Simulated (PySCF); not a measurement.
# CGaN: NMR shieldings, spin-spin couplings, relativistic core levels

Wanted: NMR shieldings, spin-spin couplings, relativistic core levels for CGaN (`[C-]#[N+][Ga]`).

Computed with PySCF 2.14.0 and routines of our own; the level stands in each step. Atoms count from 0.

## 1. The starting structure

3 atoms, charge 0, multiplicity 1; geometry from: GFN2-xTB.

## 2. Relaxing the molecule at PBE0-D3(BJ)/def2-SVP

The job: settings as JSON, then the geometry in Å.

```
{"job": {"xc": "PBE0", "basis": "def2-SVP", "d3": "d3bj", "grid": 1, "maxiter": 30, "shake": 0.01, "kind": "geom"}, "charge": 0, "multiplicity": 1}
C     -1.276250    -0.527210     0.001080
N     -0.232070    -0.007980    -0.012430
Ga     1.514330     0.810660    -0.007830
```

Launch:

```bash
$ OMP_NUM_THREADS=1 python heavy_run.py task.json out
```

The driver reads the jobs from task.json and runs them one after another.

Standard output:

```text
step   0  E = -2017.00890251  max force = 0.034604
step   1  E = -2017.00955551  max force = 0.004398
step   2  E = -2017.00957597  max force = 0.000372
step   3  E = -2017.00957691  max force = 0.000209
optimisation converged
```

Run time: 3 s. Hardware: 1 thread of Intel Xeon 6975P-C, shared host; peak memory 0.29 GiB.

Step by step:

| step | energy from step 0 (eV) | largest force component (eV/Å) |
| --- | --- | --- |
| 0 | 0.0000 | 1.7794 |
| 1 | -0.0178 | 0.2262 |
| 2 | -0.0183 | 0.0191 |
| 3 | -0.0184 | 0.0107 |

Close pairs (by a distance rule), those that changed most:

| bond | before (Å) | after (Å) | change (Å) |
| --- | --- | --- | --- |
| C0–N1 | 1.166 | 1.183 | +0.017 |
| N1–Ga2 | 1.929 | 1.945 | +0.016 |

The next job starts from the end point, and lists it.

| at the end point | value |
| --- | --- |
| point group (found at 0.08 Å tolerance) | Cinfv |
| rotational constants (GHz, main isotopes) | 4.006, 4.006 |
| dipole moment (D) | 3.80 |

## 3. NMR shieldings: PBE0/pcJ-2 Ga:dyall-v3z (triple-zeta basis), spin–orbit

The job: settings as JSON, then the geometry in Å.

```
{"job": {"kind": "hnmr", "xc": "PBE0", "basis": {"default": "pcJ-2", "Ga": "dyall-v3z"}, "rel": "so"}, "charge": 0, "multiplicity": 1}
C     -1.304866    -0.584147    -0.003810
N     -0.255977    -0.036720    -0.022873
Ga     1.490555     0.818398    -0.036014
```

Level: PBE0/pcJ-2 Ga:dyall-v3z GIAO NMR shielding, X2C with spin-orbit coupling, screened-nuclear two-electron part, Gaussian nuclei, gas phase.

Standard output:

```text
spin-free SCF
coarse grid: 17720 points
cycle   1  E = -2036.4523259465  dE =  6.628e-02  |g| = 5.433e-01  |ddm| = 1.282e+00
cycle   2  E = -2036.4077698846  dE =  4.456e-02  |g| = 8.438e-01  |ddm| = 6.367e-01
cycle   3  E = -2036.4882717454  dE = -8.050e-02  |g| = 7.640e-02  |ddm| = 2.893e-01
cycle   4  E = -2036.4872777174  dE =  9.940e-04  |g| = 1.037e-01  |ddm| = 9.785e-02
cycle   5  E = -2036.4895628780  dE = -2.285e-03  |g| = 1.311e-02  |ddm| = 4.803e-02
cycle   6  E = -2036.4896014995  dE = -3.862e-05  |g| = 3.230e-03  |ddm| = 9.059e-03
cycle   7  E = -2036.4896023815  dE = -8.820e-07  |g| = 3.819e-04  |ddm| = 1.933e-03
final grid: 35496 points
cycle   8  E = -2036.4895236874  dE = -2.350e-07  |g| = 1.387e-03  |ddm| = 8.152e-04
cycle   9  E = -2036.4895236512  dE =  3.625e-08  |g| = 8.116e-04  |ddm| = 4.495e-04
cycle  10  E = -2036.4895236619  dE = -1.066e-08  |g| = 6.803e-04  |ddm| = 4.383e-04
cycle  11  E = -2036.4895237126  dE = -5.074e-08  |g| = 1.820e-04  |ddm| = 2.734e-04
cycle  12  E = -2036.4895237200  dE = -7.380e-09  |g| = 1.851e-05  |ddm| = 9.330e-05
converged SCF energy = -2036.4895237200
two-component SCF
cycle   1  E = -2036.4586098402  dE = -2.036e+03  |FDS-SDF| = 1.650e+01
cycle   2  E = -2036.5250490530  dE = -6.644e-02  |FDS-SDF| = 6.430e-02
cycle   3  E = -2036.5250974397  dE = -4.839e-05  |FDS-SDF| = 2.305e-03
cycle   4  E = -2036.5250981829  dE = -7.433e-07  |FDS-SDF| = 1.307e-03
cycle   5  E = -2036.5250982910  dE = -1.081e-07  |FDS-SDF| = 5.959e-04
cycle   6  E = -2036.5250983368  dE = -4.578e-08  |FDS-SDF| = 5.653e-05
cycle   7  E = -2036.5250983412  dE = -4.457e-09  |FDS-SDF| = 1.922e-05
converged, E = -2036.5250983412

Field gradients (au) and densities at the nuclei (bohr^-3)
atom        Vxx        Vyy        Vzz        centre      nuclear mean
  0 C      0.4840     0.4841    -0.9682        127.631        127.626
  1 N      0.2144     0.2146    -0.4290        206.221        206.212
  2 Ga     1.3684     1.3685    -2.7369      28063.382      27776.017
without picture change
  2 Ga                          -2.8115                     47280.442

Core orbital energies (eV)
atom   shell        mean    spread
  2 Ga 1s       -10275.419   0.000
  2 Ga 2s        -1281.981   0.000
  2 Ga 3s         -156.703   0.000
  2 Ga 2p1/2     -1133.517   0.000
  2 Ga 2p3/2     -1105.921   0.044
  2 Ga 3p1/2      -108.276   0.000
  2 Ga 3p3/2      -104.583   0.131
  2 Ga 3d3/2       -23.503   0.104
  2 Ga 3d5/2       -23.032   0.127

Shielding tensors (ppm)
atom      isotropic    diamagn.    paramagn.     s11        s22        s33       span
  0 C         1.20      262.51     -261.32    -136.63    -136.59     276.81     413.44
  1 N       -38.73      324.56     -363.29    -235.31    -235.23     354.36     589.67
  2 Ga     2097.58     2537.77     -440.19    1714.65    1714.79    2863.29    1148.64
```

Run time: 30 s. Hardware: 1 thread of Intel Xeon 6975P-C, shared host; peak memory 1 GiB.

Key values:

| quantity | value |
| --- | --- |
| energy from spin-orbit coupling | -0.0356 Eh |

## 4. Spin-spin couplings: PBE0/pcJ-2 Ga:dyall-v3z (triple-zeta basis), spin–orbit

The job: settings as JSON, then the geometry in Å.

```
{"job": {"kind": "hj", "xc": "PBE0", "basis": {"default": "pcJ-2", "Ga": "dyall-v3z"}, "rel": "so", "atoms": [2]}, "charge": 0, "multiplicity": 1}
C     -1.304866    -0.584147    -0.003810
N     -0.255977    -0.036720    -0.022873
Ga     1.490555     0.818398    -0.036014
```

Method: PBE0/pcJ-2 Ga:dyall-v3z indirect spin-spin coupling, X2C with spin-orbit coupling, screened-nuclear two-electron part, Gaussian nuclei, gas phase.

Standard output:

```text
spin-free SCF
coarse grid: 17720 points
cycle   1  E = -2036.4523259465  dE =  6.628e-02  |g| = 5.433e-01  |ddm| = 1.282e+00
cycle   2  E = -2036.4077698846  dE =  4.456e-02  |g| = 8.438e-01  |ddm| = 6.367e-01
cycle   3  E = -2036.4882717454  dE = -8.050e-02  |g| = 7.640e-02  |ddm| = 2.893e-01
cycle   4  E = -2036.4872777174  dE =  9.940e-04  |g| = 1.037e-01  |ddm| = 9.785e-02
cycle   5  E = -2036.4895628780  dE = -2.285e-03  |g| = 1.311e-02  |ddm| = 4.803e-02
cycle   6  E = -2036.4896014995  dE = -3.862e-05  |g| = 3.230e-03  |ddm| = 9.059e-03
cycle   7  E = -2036.4896023815  dE = -8.820e-07  |g| = 3.819e-04  |ddm| = 1.933e-03
final grid: 35496 points
cycle   8  E = -2036.4895236874  dE = -2.350e-07  |g| = 1.387e-03  |ddm| = 8.152e-04
cycle   9  E = -2036.4895236512  dE =  3.625e-08  |g| = 8.116e-04  |ddm| = 4.495e-04
cycle  10  E = -2036.4895236619  dE = -1.066e-08  |g| = 6.803e-04  |ddm| = 4.383e-04
cycle  11  E = -2036.4895237126  dE = -5.074e-08  |g| = 1.820e-04  |ddm| = 2.734e-04
cycle  12  E = -2036.4895237200  dE = -7.380e-09  |g| = 1.851e-05  |ddm| = 9.330e-05
converged SCF energy = -2036.4895237200
two-component SCF
cycle   1  E = -2036.4586098402  dE = -2.036e+03  |FDS-SDF| = 1.650e+01
cycle   2  E = -2036.5250490530  dE = -6.644e-02  |FDS-SDF| = 6.430e-02
cycle   3  E = -2036.5250974397  dE = -4.839e-05  |FDS-SDF| = 2.305e-03
cycle   4  E = -2036.5250981829  dE = -7.433e-07  |FDS-SDF| = 1.307e-03
cycle   5  E = -2036.5250982910  dE = -1.081e-07  |FDS-SDF| = 5.959e-04
cycle   6  E = -2036.5250983368  dE = -4.578e-08  |FDS-SDF| = 5.653e-05
cycle   7  E = -2036.5250983412  dE = -4.457e-09  |FDS-SDF| = 1.922e-05
converged, E = -2036.5250983412

Indirect spin-spin couplings
  i        j     bonds      J/Hz   K/1e19 T2/J   anisotropy/Hz
  2  69Ga   0  13C    2       -7.83      -10.77       -19.8
  2  69Ga   1  15N    1      190.11     -648.49       -81.6
```

Wall time 25 s (1 thread of Intel Xeon 6975P-C, shared host); peak memory 0.77 GiB.

From this job:

| quantity | value |
| --- | --- |
| energy from spin-orbit coupling | -0.0356 Eh |

## 5. Relativistic core levels: PBE0/pcJ-2 Ga:dyall-v3z (triple-zeta basis), spin–orbit

The job: settings as JSON, then the geometry in Å.

```
{"job": {"kind": "hxps", "xc": "PBE0", "basis": {"default": "pcJ-2", "Ga": "dyall-v3z"}, "rel": "so", "holes": [[2, "2p"]]}, "charge": 0, "multiplicity": 1}
C     -1.304866    -0.584147    -0.003810
N     -0.255977    -0.036720    -0.022873
Ga     1.490555     0.818398    -0.036014
```

With the program's defaults for keys left out, this is: PBE0/pcJ-2 Ga:dyall-v3z core ionisation, delta-SCF with one localised hole, X2C with spin-orbit coupling, screened-nuclear two-electron part, Gaussian nuclei, gas phase.

Standard output:

```text
spin-free SCF
coarse grid: 17720 points
cycle   1  E = -2036.4523259465  dE =  6.628e-02  |g| = 5.433e-01  |ddm| = 1.282e+00
cycle   2  E = -2036.4077698846  dE =  4.456e-02  |g| = 8.438e-01  |ddm| = 6.367e-01
cycle   3  E = -2036.4882717454  dE = -8.050e-02  |g| = 7.640e-02  |ddm| = 2.893e-01
cycle   4  E = -2036.4872777174  dE =  9.940e-04  |g| = 1.037e-01  |ddm| = 9.785e-02
cycle   5  E = -2036.4895628780  dE = -2.285e-03  |g| = 1.311e-02  |ddm| = 4.803e-02
cycle   6  E = -2036.4896014995  dE = -3.862e-05  |g| = 3.230e-03  |ddm| = 9.059e-03
cycle   7  E = -2036.4896023815  dE = -8.820e-07  |g| = 3.819e-04  |ddm| = 1.933e-03
final grid: 35496 points
cycle   8  E = -2036.4895236874  dE = -2.350e-07  |g| = 1.387e-03  |ddm| = 8.152e-04
cycle   9  E = -2036.4895236512  dE =  3.625e-08  |g| = 8.116e-04  |ddm| = 4.495e-04
cycle  10  E = -2036.4895236619  dE = -1.066e-08  |g| = 6.803e-04  |ddm| = 4.383e-04
cycle  11  E = -2036.4895237126  dE = -5.074e-08  |g| = 1.820e-04  |ddm| = 2.734e-04
cycle  12  E = -2036.4895237200  dE = -7.380e-09  |g| = 1.851e-05  |ddm| = 9.330e-05
converged SCF energy = -2036.4895237200
two-component SCF
cycle   1  E = -2036.4586098402  dE = -2.036e+03  |FDS-SDF| = 1.650e+01
cycle   2  E = -2036.5250490530  dE = -6.644e-02  |FDS-SDF| = 6.430e-02
cycle   3  E = -2036.5250974397  dE = -4.839e-05  |FDS-SDF| = 2.305e-03
cycle   4  E = -2036.5250981829  dE = -7.433e-07  |FDS-SDF| = 1.307e-03
cycle   5  E = -2036.5250982910  dE = -1.081e-07  |FDS-SDF| = 5.959e-04
cycle   6  E = -2036.5250983368  dE = -4.578e-08  |FDS-SDF| = 5.653e-05
cycle   7  E = -2036.5250983412  dE = -4.457e-09  |FDS-SDF| = 1.922e-05
converged, E = -2036.5250983412

Field gradients (au) and densities at the nuclei (bohr^-3)
atom        Vxx        Vyy        Vzz        centre      nuclear mean
  0 C      0.4840     0.4841    -0.9682        127.631        127.626
  1 N      0.2144     0.2146    -0.4290        206.221        206.212
  2 Ga     1.3684     1.3685    -2.7369      28063.382      27776.017
without picture change
  2 Ga                          -2.8115                     47280.442

Core orbital energies (eV)
atom   shell        mean    spread
  2 Ga 1s       -10275.419   0.000
  2 Ga 2s        -1281.981   0.000
  2 Ga 3s         -156.703   0.000
  2 Ga 2p1/2     -1133.517   0.000
  2 Ga 2p3/2     -1105.921   0.044
  2 Ga 3p1/2      -108.276   0.000
  2 Ga 3p3/2      -104.583   0.131
  2 Ga 3d3/2       -23.503   0.104
  2 Ga 3d5/2       -23.032   0.127

hole in 2p3/2 of atom 2
cycle   1  E = -1994.2183066173  dE = -1.994e+03  |FDS-SDF| = 6.294e+00
cycle   2  E = -1993.6201712647  dE =  5.981e-01  |FDS-SDF| = 5.936e+00
cycle   3  E = -1995.1660698574  dE = -1.546e+00  |FDS-SDF| = 8.617e-01
cycle   4  E = -1995.2422445803  dE = -7.617e-02  |FDS-SDF| = 3.684e-01
cycle   5  E = -1995.2834185922  dE = -4.117e-02  |FDS-SDF| = 7.780e-02
cycle   6  E = -1995.2851194880  dE = -1.701e-03  |FDS-SDF| = 3.433e-02
cycle   7  E = -1995.2854461768  dE = -3.267e-04  |FDS-SDF| = 1.112e-02
cycle   8  E = -1995.2855670349  dE = -1.209e-04  |FDS-SDF| = 2.653e-03
cycle   9  E = -1995.2855894052  dE = -2.237e-05  |FDS-SDF| = 9.719e-04
cycle  10  E = -1995.2855909889  dE = -1.584e-06  |FDS-SDF| = 3.139e-04
cycle  11  E = -1995.2855910995  dE = -1.106e-07  |FDS-SDF| = 1.157e-04
cycle  12  E = -1995.2855911321  dE = -3.256e-08  |FDS-SDF| = 6.800e-05
converged, E = -1995.2855911321

Core binding energies (eV)
atom   line    delta-SCF   -orbital   splitting
  2 Ga 2p3/2    1122.195    1105.92    27.596
```

Run time: 22 s. Hardware: 1 thread of Intel Xeon 6975P-C, shared host; peak memory 0.88 GiB.

In short:

| quantity | value |
| --- | --- |
| energy from spin-orbit coupling | -0.0356 Eh |

## 6. Outcome

```
                                                                                         quantity                                     value
                                                                                      point group                                     Cinfv
                                                             rotational constants (main isotopes)                            4.01, 4.01 GHz
energy from spin-orbit coupling (step 3, PBE0/pcJ-2 Ga:dyall-v3z (triple-zeta basis), spin–orbit)                                -0.0356 Eh
                     shieldings (step 3, PBE0/pcJ-2 Ga:dyall-v3z (triple-zeta basis), spin–orbit)          C0 1.2, N1 -38.7, Ga2 2097.6 ppm
energy from spin-orbit coupling (step 4, PBE0/pcJ-2 Ga:dyall-v3z (triple-zeta basis), spin–orbit)                                -0.0356 Eh
       largest reduced coupling (step 4, PBE0/pcJ-2 Ga:dyall-v3z (triple-zeta basis), spin–orbit)  Ga2–N1: J = 190.1 Hz, K = -648·10¹⁹ T²/J
       Ga2 2p3/2 binding energy (step 5, PBE0/pcJ-2 Ga:dyall-v3z (triple-zeta basis), spin–orbit)                1122.2 eV, 2p1/2 1149.8 eV
energy from spin-orbit coupling (step 5, PBE0/pcJ-2 Ga:dyall-v3z (triple-zeta basis), spin–orbit)                                -0.0356 Eh
```

**Reading.** Relaxing lowered the energy by 0.018 eV in 3 steps; the close pair that moved most is C0–N1, from 1.166 to 1.183 Å. In step 3, Ga2 has the widest tensor, 1149 ppm.
